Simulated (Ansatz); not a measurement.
# Pb: the cost of one run

Program: Ansatz 0.2.0. Level of theory: DFT LDA, frozen-core PAW, scalar-relativistic unless said. These are calculated values, not measurements.

## (1) The system as given

It takes space group P6_3/mmc (No. 194, hexagonal). Conventional cell: a = 3.480 Å, b = 3.480 Å, c = 5.590 Å, α = 90.00°, β = 90.00°, γ = 120.00°. Pb (site symmetry -6m2) is surrounded by 12 Pb at 3.44 to 3.48 Å.

Structure file:

```
CELL_PARAMETERS angstrom
3.48000 0.00000 0.00000
-1.74000 3.01377 0.00000
0.00000 0.00000 5.59000
ATOMIC_POSITIONS crystal
Pb 0.33333 0.66667 0.25000
Pb 0.66667 0.33333 0.75000
```

Cartesian axes are those of the input's lattice vectors. The structure goes back to a database entry.

## (2) Cell and atoms relaxed, PAW

Contents of input.yaml:

```yaml
crystal:
  lattice:
    - [3.48000000001, 0.0, 0.0]
    - [-1.74000000001, 3.01376840518, 0.0]
    - [0.0, 0.0, 5.59]
  atoms:
    - { symbol: Pb, position: [0.333333333333, 0.666666666667, 0.25] }
    - { symbol: Pb, position: [0.666666666667, 0.333333333333, 0.75] }
kpoints:
  mp_grid: { grid: [16, 16, 10] }
scf:
  occupations: { method: fermi_dirac, width: 0.08 }
hamiltonian:
  xc: lda
  pseudopotentials: { kind: paw }
relax:
  f_tol: 0.002
  max_steps: 80
  cell: {}
output:
  forces: true
  stress: true
```

Launch:

```bash
> ansatz run input.yaml --threads 1 --pin off --max-ram 3072MiB --backend cpu --events-out ev --progress --plain --runs-dir out
```

**Question.** How long does this run take on 1 thread of Arm Neoverse V1, shared host, and how much memory does it need?

About 37 s, with a peak of 0.42 GiB.
